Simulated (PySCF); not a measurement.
# CH4GaO (SMILES C[O][GaH]) at 6 levels

We compute a comparison of 6 runs (UHF/STO-3G, UHF/3-21G, UB3LYP/6-31G*, U-wB97M-V/aug-cc-pVDZ, UB2PLYP/aug-cc-pVDZ, USCS-MP2/aug-cc-pVDZ) of CH4GaO. 

Program for the calculation: PySCF 2.14.0.

3 further runs of the same task are left out: 3 set aside as unsound or not needed.

### 1 The molecule

The species is CH4GaO (7 atoms), meant as a doublet with charge 0. As SMILES, `C[O][GaH]`. The coordinates come from a PBE0-D4/def2-TZVP relaxation. This is one conformer, not always the lowest.

Bond lengths: C1–O2 1.401 Å, O2–Ga3 1.791 Å, C1–H4 1.097 Å, C1–H5 1.096 Å, C1–H6 1.096 Å, Ga3–H7 1.601 Å. Angles: C1–O2–Ga3 128.8°, O2–C1–H4 113.2°, O2–C1–H5 109.9°, O2–C1–H6 109.9°, O2–Ga3–H7 112.5°, H4–C1–H5 107.9°, H4–C1–H6 107.8°, H5–C1–H6 107.9°.

### 2 A single-point energy at UHF/STO-3G (run 1)

File geometry.xyz:

```xyz
7
CH4GaO
C     -0.579900     0.843500    -0.069000
O      0.330900    -0.104600     0.414200
Ga     0.839900    -1.651900    -0.329800
H     -1.018700     0.567700    -1.036200
H     -0.081800     1.811900    -0.190000
H     -1.399300     0.973100     0.646800
H      1.908900    -2.439800     0.564100
```

File input.py:

```python
from pyscf import gto, scf

mol = gto.M(
    atom='geometry.xyz',
    basis='sto-3g',
    verbose=3,
    spin=1,
    max_memory=1860,
)

mf = scf.UHF(mol)
mf.conv_tol = 1e-10
mf.kernel()
if not mf.converged:
    mf = mf.newton().run(mf.mo_coeff, mf.mo_occ)

e_tot = mf.e_tot
print(f'total energy: {e_tot:.8f} hartree')
```

The run is started by

```console
$ OMP_NUM_THREADS=1 python input.py
```

What it wrote:

```text
SCF not converged.
SCF energy = -2014.40934059677 after 50 cycles  <S^2> = 0.95859697  2S+1 = 2.1987241
converged SCF energy = -2014.40934059339  <S^2> = 0.95858971  2S+1 = 2.1987175
total energy: -2014.40934059 hartree
```

Wall time 1.2 s (1 thread of Arm Neoverse V1, shared host); peak memory 0.12 GiB.

### 3 The energy at UHF/3-21G (run 2)

geometry.xyz is that of step 2.

File run.py:

```python
from pyscf import gto

mol = gto.M(
    atom='geometry.xyz',
    basis='3-21g',
    max_memory=1860,
    spin=1,
    verbose=4,
)

mf = mol.UHF()
mf.conv_tol = 1e-10
mf.kernel()
if not mf.converged:
    mf = mf.newton().run(mf.mo_coeff, mf.mo_occ)

e_tot = mf.e_tot
print('E(%s) = %.9f' % ('HF', e_tot))
```

The run is started by

```console
$ OMP_NUM_THREADS=1 python run.py
```

What it wrote:

```text
PySCF version 2.14.0

[... 95 lines left out ...]
converged SCF energy = -2028.24459749083  <S^2> = 0.75817012  2S+1 = 2.0081535
E(HF) = -2028.244597491
```

Run time: 1.1 s. Hardware: 1 thread of Arm Neoverse V1, shared host; peak memory 0.12 GiB.

### 4 The energy at UB3LYP/6-31G(d) (spherical functions) (run 3)

File job.py:

```python
from pyscf import gto, dft

system = gto.M(
    atom='''
C   -0.579900   0.843500  -0.069000
O    0.330900  -0.104600   0.414200
Ga   0.839900  -1.651900  -0.329800
H   -1.018700   0.567700  -1.036200
H   -0.081800   1.811900  -0.190000
H   -1.399300   0.973100   0.646800
H    1.908900  -2.439800   0.564100
''',
    spin=1,
    basis='6-31g*',
    max_memory=1860,
    verbose=3,
)

ks = dft.UKS(system, xc='b3lyp')
ks.conv_tol = 1e-10
ks.grids.level = 5
ks.kernel()
if not ks.converged:
    ks = ks.newton().run(ks.mo_coeff, ks.mo_occ)

e_tot = ks.e_tot
print('E(%s) = %.9f' % ('B3LYP', e_tot))
```

The run is started by

```console
$ OMP_NUM_THREADS=1 python job.py
```

What it wrote:

```text
WARN: HOMO -0.172812260589657 >= LUMO -0.172812260589658

converged SCF energy = -2040.3260535971  <S^2> = 0.75375443  2S+1 = 2.0037509
E(B3LYP) = -2040.326053597
```

It took 27 s on 1 thread of Arm Neoverse V1, shared host; peak memory 0.38 GiB.

Runs 4 to 5 aren't shown in full; the table further down has their settings and results.

### 5 A single-point energy at USCS-MP2/aug-cc-pVDZ (run 6)

File calc.py:

```python
from pyscf import gto, mp

mol = gto.M(
    atom='''
C     -0.579900     0.843500    -0.069000
O      0.330900    -0.104600     0.414200
Ga     0.839900    -1.651900    -0.329800
H     -1.018700     0.567700    -1.036200
H     -0.081800     1.811900    -0.190000
H     -1.399300     0.973100     0.646800
H      1.908900    -2.439800     0.564100
''',
    verbose=3,
    basis='aug-cc-pvdz',
    charge=0,
    spin=1,
    max_memory=1860,
)

mf = mol.UHF()
mf.conv_tol = 1e-10
mf.kernel()
if not mf.converged:
    mf = mf.newton().run(mf.mo_coeff, mf.mo_occ)

pt = mp.MP2(mf, frozen=11).run()
e_final = mf.e_tot + 1.2 * pt.e_corr_os + pt.e_corr_ss / 3
print(f'total energy: {e_final:.8f} hartree')
```

The run is started by

```console
$ OMP_NUM_THREADS=1 python calc.py
```

What it wrote:

```text
converged SCF energy = -2038.26765224064  <S^2> = 0.76054683  2S+1 = 2.0105192
E(UMP2) = -2038.69523254719  E_corr = -0.427580306549531
E(SCS-UMP2) = -2038.68976096258  E_corr = -0.422108721945579
total energy: -2038.68976096 hartree
```

Run time: 9.3 s. Hardware: 1 thread of Arm Neoverse V1, shared host; peak memory 0.41 GiB.

### 6 The series

```tsv
run	level	integration grid	nlc grid	energy (Eh)	dipole moment (D) of the reference	HOMO energy (eV)	LUMO energy (eV)	wall time
1	UHF/STO-3G	–	–	-2014.409341	1.13	-6.59	4.43	1.2 s
2	UHF/3-21G	–	–	-2028.244597	2.01	-8.21	0.74	1.1 s
3	UB3LYP/6-31G* (spherical functions)	5	–	-2040.326054	1.12	-5.57	-3.03	27 s
4	U-wB97M-V/aug-cc-pVDZ	5	1	-2040.380311	1.27	-7.91	-1.15	3.5 min
5	UB2PLYP/aug-cc-pVDZ	5	–	-2040.022975	1.38	-6.86	-1.64	58 s
6	USCS-MP2/aug-cc-pVDZ	–	–	-2038.689761	1.53	-8.65	0.36	9.3 s
```

### 7 Results

```
                                                         quantity           value
                                              run 6: total energy  -2038.68976 Eh
                      run 6: dipole moment (Hartree–Fock density)          1.53 D
run 6: HOMO energy (Hartree–Fock orbitals) (highest over α and β)        -8.65 eV
 run 6: LUMO energy (Hartree–Fock orbitals) (lowest over α and β)         0.36 eV
              run 6: correlation energy (11 core orbitals frozen)      -422.1 mEh
                         run 6: ⟨S²⟩ of the reference determinant           0.761
```

**Reading.** Over runs 1, 2, 3, 4, 5 the dipole moment (its size) runs from 1.12 D (UB3LYP/6-31G*) to 2.01 D (UHF/3-21G). The two ends differ in method and basis. Totals of different functionals can't be ranked against each other. In run 1 the basis is minimal, so the values are rough. Spin contamination of the reference: run 1 ⟨S²⟩ = 0.96. All runs together took 5.2 min, the longest 3.5 min.
